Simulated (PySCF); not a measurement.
# C4H14Si2: the cost of one run

Programs: PySCF 2.14.0, with density-fitted response routines of our own. Each step states its level of theory. These are calculated values for one molecule in the gas phase, unless marked as measured. Atoms count from 0, in the outputs and in this text.

**1. The molecule as given**

20 atoms, charge 0, multiplicity 1; geometry from: GFN2-xTB.

Bonds of the start (Å): C0–C1 1.52, C1–C2 1.53, C2–Si3 1.91, C2–Si4 1.91, Si4–C5 1.90, C0–H6 1.09, C0–H7 1.09, C0–H8 1.09, C1–H9 1.09, C1–H10 1.09, C2–H11 1.10, Si3–H12 1.47, Si3–H13 1.46, Si3–H14 1.47, Si4–H15 1.47, Si4–H16 1.47, C5–H17 1.09, C5–H18 1.09, C5–H19 1.09.

**2. Excited states and response: PBE0/def2-SVPD**

The job: settings as JSON, then the geometry in Å.

```
{"job": {"kind": "uv", "xc": "PBE0", "basis": "def2-SVPD", "nstates": 8, "ntriplets": 3}, "charge": 0, "multiplicity": 1}
C     -0.680029     2.141467    -0.589549
C     -1.030501     0.905178     0.229347
C     -0.641569    -0.405837    -0.461475
Si    -1.353524    -1.889807     0.500165
Si     1.234507    -0.570395    -0.787089
C      2.215939    -0.197824     0.792959
H      0.397123     2.242832    -0.696791
H     -1.063161     3.039480    -0.108189
H     -1.117291     2.072155    -1.583866
H     -0.538991     0.965373     1.203337
H     -2.109252     0.908732     0.414690
H     -1.127484    -0.412622    -1.443908
H     -2.802281    -1.714346     0.652395
H     -1.098125    -3.131570    -0.230219
H     -0.757223    -1.972674     1.836185
H      1.675174     0.340100    -1.857189
H      1.521770    -1.941183    -1.232979
H      1.895722    -0.832877     1.613838
H      2.097712     0.834766     1.108324
H      3.276334    -0.370269     0.636976
```

Level: TDDFT PBE0/def2-SVPD, vertical, gas phase, core orbitals frozen in the response.

On the command line:

```sh
$ OMP_NUM_THREADS=1 python probes_run.py task.json out
```

This one command runs all jobs of the session in turn.

Q: Estimate the wall time and peak memory of this job on 1 thread of Arm Neoverse N1, shared host.

About 1.7 min, with a peak of 0.97 GiB.
